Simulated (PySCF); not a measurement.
**RuS₃: singlet, from a PBE0 minimum start**

Where does singlet RuS₃ go from a PBE0 minimum start, is the end point a minimum, and what are its modes, charges and moments?

Program: PySCF 2.14.0. Level of theory: PBE0, basis Ru def2-SVP with ECP28, S def2-SVP, scalar-relativistic core potentials, no spin–orbit coupling, density fitting. These are calculated values, not measurements.

**1. Where the work starts**

4 atoms, charge 0, spin multiplicity 1.

Bond lengths: Ru1–S2 2.051 Å, Ru1–S3 2.051 Å, Ru1–S4 2.051 Å. Angles: S2–Ru1–S3 120.0°, S2–Ru1–S4 120.0°, S3–Ru1–S4 120.0°.

Coordinates in bohr (charge 0 multiplicity 1):
```
Ru    0.0000    0.0000    0.0000
S     3.8759    0.0000    0.0000
S    -1.9379    3.3566    0.0000
S    -1.9379   -3.3566    0.0000
```

**2. Finding the electronic state**

The steps below are one call of a driver around PySCF. For each, scf.py gives the equivalent set-up of the SCF; relaxations use the driver's own optimiser. After this first run the driver tries any further starts and a stability analysis.

The input, scf.py:

```python
from pyscf import gto, scf, dft
mol = gto.M(atom='''
Ru     0.000000    -0.000000     0.000000
S      2.051017    -0.000009    -0.000001
S     -1.025501     1.776237    -0.000000
S     -1.025516    -1.776229     0.000001''',
    basis={'Ru': 'def2-SVP', 'S': 'def2-SVP'},
    ecp={'Ru': 'def2-SVP'},
    charge=0, spin=0)
mf = dft.RKS(mol, xc='PBE0')
mf.grids.atom_grid = (50, 194)
aux = {'Ru': 'def2-universal-JKFIT', 'S': 'def2-universal-JKFIT'}
mf = mf.density_fit(auxbasis=aux)
mf.conv_tol = 1e-08
mf.diis_space = 10
mf.max_cycle = 60
mf.init_guess = 'minao'
mf.verbose = 4
mf.kernel()
```

Launch:

```console
$ OMP_NUM_THREADS=2 python axn.py task.json out
```

Standard output, cut to the lines that bear on the results:

```text
[... the frontier levels of the middle cycles are left out ...]
init E= -1279.60407524771
  HOMO = -0.528017306800891  LUMO = -0.488152640103827  gap/eV = 1.08477
cycle= 1 E= -1288.0040951985  delta_E= -8.4  |g|= 1.66  |ddm|= 3.69
  HOMO = 0.0617720682062583  LUMO = 0.106462173410022  gap/eV = 1.21608
cycle= 2 E= -1280.6350274466  delta_E= 7.37  |g|= 4.37  |ddm|= 10.6
  HOMO = -0.284921304745348  LUMO = -0.198694591587611  gap/eV = 2.34635
cycle= 3 E= -1288.53655968735  delta_E= -7.9  |g|= 0.828  |ddm|= 10.4
cycle= 4 E= -1288.6513369451  delta_E= -0.115  |g|= 0.451  |ddm|= 0.435
cycle= 5 E= -1288.67222527516  delta_E= -0.0209  |g|= 0.341  |ddm|= 0.241
cycle= 6 E= -1288.69457264365  delta_E= -0.0223  |g|= 0.118  |ddm|= 0.163
cycle= 7 E= -1288.69576848057  delta_E= -0.0012  |g|= 0.0887  |ddm|= 0.108
cycle= 8 E= -1288.69759252548  delta_E= -0.00182  |g|= 0.036  |ddm|= 0.0716
cycle= 9 E= -1288.69785945722  delta_E= -0.000267  |g|= 0.00569  |ddm|= 0.0213
cycle= 10 E= -1288.69786636334  delta_E= -6.91e-06  |g|= 0.00131  |ddm|= 0.0046
cycle= 11 E= -1288.69786673312  delta_E= -3.7e-07  |g|= 0.000106  |ddm|= 0.000993
cycle= 12 E= -1288.69786673513  delta_E= -2.02e-09  |g|= 6.3e-05  |ddm|= 0.000145
  HOMO = -0.282152628242939  LUMO = -0.167805195476653  gap/eV = 3.11155
Extra cycle  E= -1288.69786671874  delta_E= 1.64e-08  |g|= 0.000244  |ddm|= 0.000312
converged SCF energy = -1288.69786671874
```

This step, with its further starts and checks, ran for 5.3 s (2 threads of Arm Neoverse N1, shared host).

No lower closed-shell solution turned up in the test of internal stability.

**3. Relaxation: PBE0 minimum start, singlet**

The program finds D3h symmetry in the start, which this walk keeps. The walk stops when the largest gradient is under 0.0003 Eh/bohr and the energy has settled too.

scf.py: that of step 2 with these lines changed.

```diff
@@ -3 +3 @@
-Ru     0.000000    -0.000000     0.000000
+Ru     0.000000     0.000000     0.000000
@@ -5 +5 @@
-S     -1.025501     1.776237    -0.000000
+S     -1.025501     1.776237     0.000000
@@ -17 +16,0 @@
-mf.init_guess = 'minao'
```

The optimiser's trace:

| step | energy (Eh) | change (kJ/mol) | largest symmetric gradient (Eh/bohr) |
| --- | --- | --- | --- |
| 0 | -1288.697867 | 0.00 | 0.00012 |

The walk took 2.7 s.

Geometry (Å) and forces (eV/Å) at some steps:

```
step 0
Ru   0.000   0.000   0.000   0.009   0.000   0.000
S    2.051   0.000   0.000   0.005   0.000   0.000
S   -1.026   1.776   0.000  -0.007   0.004   0.000
S   -1.026  -1.776   0.000  -0.007  -0.004   0.000
```

It settles in D3h symmetry, 0.0 kJ/mol below the start, after 0 steps: Ru–S 2.051 Å (×3); S–Ru–S 120.0° (×3).

**4. Vibrations and properties at this point**

On the finer grid the gradient is checked again; gradients at displacements of ±0.02 bohr then give force constants and infrared intensities.

scf.py: that of step 3 with these lines changed.

```diff
@@ -3 +3 @@
-Ru     0.000000     0.000000     0.000000
+Ru    -0.000000    -0.000000     0.000000
@@ -11 +11 @@
-mf.grids.atom_grid = (50, 194)
+mf.grids.atom_grid = (75, 302)
@@ -14 +14 @@
-mf.conv_tol = 1e-08
+mf.conv_tol = 1e-10
```

This SCF starts from the last density.

Log of the central SCF (cycles and frontier levels):

```text
init E= -1288.6979439618
  HOMO = -0.282157830541803  LUMO = -0.167811409167705  gap/eV = 3.11152
cycle= 1 E= -1288.69794396176  delta_E= 4.57e-11  |g|= 1.34e-05  |ddm|= 1.84e-05
  HOMO = -0.282157807315666  LUMO = -0.16781149590912  gap/eV = 3.11152
cycle= 2 E= -1288.69794396097  delta_E= 7.9e-10  |g|= 5.44e-05  |ddm|= 6.64e-05
  HOMO = -0.28215783737814  LUMO = -0.167811870345463  gap/eV = 3.11151
cycle= 3 E= -1288.69794396179  delta_E= -8.23e-10  |g|= 8.38e-06  |ddm|= 5.01e-05
  HOMO = -0.282157832234996  LUMO = -0.16781152882369  gap/eV = 3.11152
cycle= 4 E= -1288.69794396181  delta_E= -2.25e-11  |g|= 2.4e-07  |ddm|= 7.4e-06
  HOMO = -0.282157830472674  LUMO = -0.167811517557096  gap/eV = 3.11152
Extra cycle  E= -1288.69794396181  delta_E= 1.82e-12  |g|= 5.49e-07  |ddm|= 9.33e-07
converged SCF energy = -1288.69794396181
```

The whole step took 29 s.

Geometry: D3h; Ru–S 2.051 Å (×3); S–Ru–S 120.0° (×3).

Harmonic modes (main isotopes):

| symmetry | ω (cm⁻¹) | IR (km/mol) | μ (u) | type |
| --- | --- | --- | --- | --- |
| a2'' | 75 | 0.1 | 47.92 | bend |
| e' | 168 | 9.2 | 35.23 | bend |
| a1' | 526 | 0.0 | 31.97 | stretch |
| e' | 587 | 92.1 | 42.09 | stretch |

Every mode is real; the point is a minimum.

Properties at this point:

- Dipole moment: 0.00 D
- Highest occupied level: -7.68 eV
- Lowest empty level: -4.57 eV
- Rotational constants: 0.08356, 0.08356, 0.04178 cm⁻¹
- Zero-point energy: 12.6 kJ/mol
- Principal polarisabilities: 46.5, 106.7, 106.7 bohr³
- Atomisation energy without zero-point energy: 1086 kJ/mol
- Principal traceless quadrupole moments about the centre of mass: -0.77, 0.38, 0.38 D Å
- Entropy at 298.15 K and 1 bar: 321.3 J/(mol K)
- Heat capacity Cp at 298.15 K: 71.1 J/(mol K)
- Enthalpy at 298.15 K above 0 K: 16.61 kJ/mol
- Rotational symmetry number: 6

Populations by atom (charges in e):

```csv
atom,Mulliken,Löwdin,polar tensor,Mayer order to Ru1
Ru1,0.04,-1.12,0.67,–
"S2,3,4",-0.01,0.37,-0.22,1.95
```

Mulliken populations on Ru1 (outside its core potential): s 2.54, p 6.65, d 6.76, f 0.02.

**5. Would spin polarisation lower it?**

At the lowest minimum the closed shell is tested against spin polarisation, on the (50, 194) grid. It is stable.

**6. Summary of results**

```
                                 quantity                                     value
                                  minimum                              singlet, D3h
                                 geometry     Ru–S 2.051 Å (×3); S–Ru–S 120.0° (×3)
                       wavenumbers (cm⁻¹)  75 (a2''), 168 (e'), 526 (a1'), 587 (e')
                            dipole moment                                    0.00 D
     highest occupied, lowest empty level                           -7.68, -4.57 eV
               polar-tensor charge of Ru1                                   +0.67 e
                        zero-point energy                               12.6 kJ/mol
                      entropy at 298.15 K                           321.3 J/(mol K)
atomisation energy (no zero-point energy)                               1086 kJ/mol
```

**Reading.** The molecule stays D3h, as typed, and the end point is a minimum. In the infrared the band at 587 cm⁻¹ (e', stretch) leads. The dipole vanishes although Ru1 carries +0.7 e by the polar tensor: the bond dipoles cancel. Other starts or spin states, not run here, may lie lower.

The search up to here ran for 40 s (2 threads of Arm Neoverse N1, shared host).
